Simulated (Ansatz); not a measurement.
**V: the order of phases at one pressure**

Which of bcc, hcp, omega, simple hexagonal, beta tin has the lowest enthalpy for V at one common pressure? The runs shown use LAPW. Companion runs by PAW are cited.

Program: Ansatz 0.2.0. Level of theory: DFT, PBEsol, all-electron LAPW, scalar-relativistic. These are calculated values, not measurements.

### Step 1. The structure to begin with

The structure is cubic, space group Im-3m (No. 229). Conventional cell: a = 2.221 Å, b = 2.221 Å, c = 2.221 Å, α = 90.00°, β = 90.00°, γ = 90.00°. V (site symmetry m-3m) has 8 V at 1.92 Å in its first shell of neighbours.

Structure file:

```
CELL_PARAMETERS angstrom
-1.11035 1.11035 1.11035
1.11035 -1.11035 1.11035
1.11035 1.11035 -1.11035
ATOMIC_POSITIONS crystal
V 0.00000 0.00000 0.00000
```

### Step 2. Bcc relaxed under pressure, LAPW

Input file input.yaml:

```yaml
crystal:
  lattice:
    - [-1.1103508401, 1.1103508401, 1.1103508401]
    - [1.1103508401, -1.1103508401, 1.1103508401]
    - [1.1103508401, 1.1103508401, -1.1103508401]
  atoms:
    - { symbol: V, position: [0.0, 0.0, 0.0] }
kpoints:
  mp_grid: { grid: [24, 24, 24] }
scf:
  occupations: { method: fermi_dirac, width: 0.08 }
hamiltonian:
  xc: pbesol
  pseudopotentials: { kind: all_electron, lapw: { basis_error: 0.0005 } }
output:
  forces: true
  stress: true
  eigenvalues: true
relax:
  f_tol: 0.005
  max_steps: 12
  cell: { p_target: 750.0, stress_tol: 0.375 }
```

Command:

```
> ansatz run input.yaml --threads 1 --pin off --max-ram 3584MiB --backend cpu --events-out ev --progress --plain --runs-dir out
```

Further steps of the session: Hcp relaxed under pressure, LAPW; Omega relaxed under pressure, LAPW; Simple hexagonal relaxed under pressure, LAPW; Beta tin relaxed under pressure, LAPW.

What does the calculation give? Wanted: pressure; lowest (for each run or level that gives them).

The runs gave:

| quantity | value |
| --- | --- |
| pressure | 750 GPa |
| lowest (LAPW) | bcc, 631.0 meV/atom under omega |
| lowest (PAW) | bcc, 626.0 meV/atom under omega |

By LAPW the order is bcc < omega < hcp < beta tin < simple hexagonal. By PAW the order is bcc < omega < hcp < beta tin < simple hexagonal. The methods agree on the lowest phase. Only these structures were tried, with electrons smeared by 0.08 eV and without vibrations, so the true ground state may be another. The k meshes differ between phases and weren't tested, which can move differences by some meV.
